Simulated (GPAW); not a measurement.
Crystal: Al3Au.

```
CELL_PARAMETERS angstrom
-2.02533 2.02533 4.05660
2.02533 -2.02533 4.05660
2.02533 2.02533 -4.05660
ATOMIC_POSITIONS crystal
Au 0.00000 0.00000 0.00000
Al 0.50000 0.50000 0.00000
Al 0.25000 0.75000 0.50000
Al 0.75000 0.25000 0.50000
```

The cell comes from a database or a generator and needn't be the stable form of this composition.

| Quantity | Value |
| --- | --- |
| Program | GPAW 26.7.0 |
| Task | relaxation of cell and atoms |
| Functional | PBEsol |
| Dispersion | D3(BJ)+ATM |
| Potentials or basis | PAW data sets generated in the run's folder for this functional |
| Cutoff | 600 eV |
| Basis | pw |
| k mesh | 6 × 6 × 6 |
| Occupations | fermi-dirac, width 0.05 eV |
| Spin | no spin polarisation |

At the start: pressure -5.5 GPa; volume 16.64 Å³/atom.

Q: How do energy, volume and symmetry change on relaxing?

A: Over 6 steps the energy falls by 16.9 meV/atom and the volume is 15.75 Å³/atom (-5.4 %); space group I4/mmm (No. 139, to 0.05 Å).

The path:
```
step  energy change (eV)  largest force (eV/Å)  pressure (GPa)  volume (Å³)
   1              0.0000                0.0000           -5.47        66.56
   2             -0.0134                0.0000           -4.94        66.16
   3             -0.0657                0.0000            0.59        62.70
   4             -0.0662                0.0000           -0.01        63.02
   5             -0.0663                0.0000            0.00        63.02
   6             -0.0676                0.0000            0.05        63.00
```

Final structure:
```
Au Al
1.0
    -1.98124    1.98124    4.01215
     1.98124   -1.98124    4.01215
     1.98124    1.98124   -4.01215
Au Al
1 3
Cartesian
  0.0000 0.0000 0.0000
  0.0000 0.0000 4.0122
  1.9812 0.0000 2.0061
  0.0000 1.9812 2.0061
```

Caveat: the k mesh is coarse (spacing up to 0.37 Å⁻¹), so the values aren't converged; with this Au data set, volumes or pressures lay over 1.5 % or 2 GPa off other programs in two to four cells of ten; later steps reuse the first step's grids; pairwise dispersion overbinds metals, which lowers pressure and volume.
